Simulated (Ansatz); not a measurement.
## C2H6GeO2, SMILES O=C(O)[CH2][GeH3]: energies of removing a hydrogen, step by step

Program: Ansatz 0.2.0, Python API.

`c2h6geo2.xyz`
```text
11

O    -2.04910   -0.30850   -0.54750
C    -1.20160   -0.25090    0.32200
O    -1.46560    0.37340    1.53210
C     0.21060   -0.84190    0.03700
Ge    1.32330    0.48940   -0.72780
H    -2.32810    0.81730    1.74570
H     0.60560   -1.24050    0.98490
H     0.07170   -1.67380   -0.68700
H     1.48430    1.67790    0.34270
H     0.71750    1.03710   -2.00740
H     2.69680   -0.13640   -0.97400
```

Notebook, run cell by cell (the value of a cell's last expression is shown):

**Cell 1**
```python
import ansatz as az
```

**Cell 2**
```python
def energy(molecule, charge=0, unpaired=0):
    calc = molecule.calculation().basis(gaussian="cc-pVDZ").functional("hf")
    if charge:
        calc = calc.charge(charge)
    if unpaired:
        calc = calc.spin("collinear", total=unpaired)
    return calc.run(threads=1, backend="cpu").report["free_energy_ev"]
```

**Cell 3**
```python
def without(molecule, index):
    rest = az.Crystal.molecule()
    for i, site in enumerate(molecule.cartesian_sites):
        if i != index:
            rest = rest.atom(site.symbol, site.position_ang)
    return rest
```

**Cell 4**
```python
molecule = az.Crystal.molecule_from_extxyz("c2h6geo2.xyz")
```

**Cell 5**
```python
whole = energy(molecule, 0)
hydrogen = energy(az.Crystal.molecule().atom("H", (0, 0, 0)), 0, 1)
print(f"E(molecule) = {whole:.5f} eV, E(H) = {hydrogen:.5f} eV")
for index in [5, 7, 10]:
    radical = energy(without(molecule, index), 0, 1)
    print(f"H{index}: homolysis {23.060548 * (radical + hydrogen - whole):.1f} kcal/mol")
    anion = energy(without(molecule, index), -1)
    print(f"H{index}: loss of a proton {23.060548 * (anion - whole):.1f} kcal/mol")
```
Output:
```text
E(molecule) = -62703.08675 eV, E(H) = -13.58606 eV
H5: homolysis 79.1 kcal/mol
H5: loss of a proton 370.7 kcal/mol
H7: homolysis 88.9 kcal/mol
H7: loss of a proton 401.8 kcal/mol
H10: homolysis 69.7 kcal/mol
H10: loss of a proton 386.2 kcal/mol
```

Reading the output:
- These settings explore the input space; basis and method may be short of convergence.
- The geometry is a force-field or estimated start, not a minimum of this method, and the basis set is short of its limit. All parts are taken at fixed geometry, without zero-point energy.
- Hartree-Fock leaves correlation out, so bond, atomisation and ionisation energies come out well too low.
- Anions want diffuse functions, which this basis lacks.
- It ran for 39 s on 1 thread of Arm Neoverse V1 (shared host), peak memory 0.5 GiB.
